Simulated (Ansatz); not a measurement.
# C2H6AlBFN: small, medium and large basis sets

One table from this session's results is given with a row withheld; the runs are named, their logs left out.

Program: Ansatz 0.2.0, Gaussian basis. Level of theory: one geometry, several basis sets. These are calculated values, not measurements.

Plan: PBE0-D4/def2-SVP; ωB97M-V/def2-SVP; PBE0-D4/def2-QZVPP; ωB97M-V/def2-QZVPP; the functionals' def2-TZVPP values are taken from earlier runs.

**The geometry**

The geometry comes from an earlier relaxation with PBE0-D4 in a triple-zeta def2 set; it is a stationary point, not always the lowest conformer.

12 atoms, charge 0, spin multiplicity 1.

Atoms are counted from 1 here; the program's logs count them from 0.

Bond lengths: N1–C2 1.529 Å, N1–Al6 1.990 Å, N1–H7 1.017 Å, N1–H8 1.013 Å, C2–B3 1.605 Å, C2–Al6 1.915 Å, C2–H9 1.084 Å, B3–C4 1.490 Å, B3–H10 1.205 Å, C4–F5 1.365 Å, C4–Al6 2.082 Å, C4–H11 1.106 Å, Al6–H12 1.578 Å. Angles: C2–N1–Al6 64.4°, C2–N1–H7 115.3°, C2–N1–H8 112.9°, Al6–N1–H7 130.8°, Al6–N1–H8 115.6°, H7–N1–H8 109.2°, N1–C2–B3 100.0°, N1–C2–Al6 69.6°, N1–C2–H9 114.5°, B3–C2–Al6 82.2°, B3–C2–H9 123.1°, Al6–C2–H9 150.9°, C2–B3–C4 109.6°, C2–B3–H10 122.6°, C4–B3–H10 123.8° and more.

Coordinates:

```mol
C2H6AlBFN
  3D, bonds by distance, orders not assigned

 12 14  0  0  0  0  0  0  0  0999 V2000
   -0.5983   -0.9519    1.0804 N   0  0
    0.4930    0.1152    0.9945 C   0  0
    1.0728   -0.1962   -0.4690 B   0  0
    0.4504    0.7264   -1.4600 C   0  0
    0.4295    0.5417   -2.8120 F   0  0
   -1.0457    0.6492   -0.0136 Al  0  0
   -0.3138   -1.8878    0.8030 H   0  0
   -1.0374   -0.9946    1.9926 H   0  0
    1.1199    0.1892    1.8751 H   0  0
    1.5715   -1.2546   -0.7593 H   0  0
    0.4589    1.8078   -1.2266 H   0  0
   -2.5237    1.2005    0.0289 H   0  0
  1  2  8  0
  1  6  8  0
  1  7  8  0
  1  8  8  0
  2  3  8  0
  2  6  8  0
  2  9  8  0
  3  4  8  0
  3  6  8  0
  3 10  8  0
  4  5  8  0
  4  6  8  0
  4 11  8  0
  6 12  8  0
M  END
```

The first run:

Input file in.yaml:

```yaml
crystal:
  periodic: [false, false, false]
  atoms:
    - {symbol: N, position_ang: [-0.598306, -0.951899, 1.080388]}
    - {symbol: C, position_ang: [0.492996, 0.115191, 0.994514]}
    - {symbol: B, position_ang: [1.072797, -0.196172, -0.468981]}
    - {symbol: C, position_ang: [0.450447, 0.726443, -1.459989]}
    - {symbol: F, position_ang: [0.429513, 0.541699, -2.812018]}
    - {symbol: Al, position_ang: [-1.045681, 0.649157, -0.013605]}
    - {symbol: H, position_ang: [-0.313823, -1.887782, 0.802962]}
    - {symbol: H, position_ang: [-1.037385, -0.994619, 1.992559]}
    - {symbol: H, position_ang: [1.119924, 0.189216, 1.875137]}
    - {symbol: H, position_ang: [1.571450, -1.254566, -0.759336]}
    - {symbol: H, position_ang: [0.458908, 1.807767, -1.226565]}
    - {symbol: H, position_ang: [-2.523740, 1.200468, 0.028933]}
basis:
  gaussian: {orbitals: def2-SVP}
hamiltonian: {xc: pbe0, dispersion: d4}
output: {orbitals: {seedname: orbitals}}
```

Command:

```
ansatz run in.yaml --threads 4 --pin off --events-out ev --progress --plain --max-ram 10444MiB
```

Steps of the session up to this table: PBE0-D4 in def2-SVP; ωB97M-V in def2-SVP; PBE0-D4 in def2-QZVPP; ωB97M-V in def2-QZVPP.

One table of the session follows, with a row left open; its other results are not shown here.

It belongs to the step «Density functionals: the series». 

| functional | basis | HOMO (eV) |
| --- | --- | --- |
| PBE0-D4 | def2-SVP | -6.53 |
| PBE0-D4 | def2-TZVPP | -6.58 |
| PBE0-D4 | def2-QZVPP | -6.60 |
| ωB97M-V | def2-SVP | -8.71 |
| ωB97M-V | def2-TZVPP | ? |
| ωB97M-V | def2-QZVPP | -8.81 |

**Question.** Estimate the row for ωB97M-V, def2-TZVPP.

The run gave: HOMO (eV): -8.79. In the column «HOMO (eV)» it lies between ωB97M-V, def2-QZVPP (-8.81) and ωB97M-V, def2-SVP (-8.71).
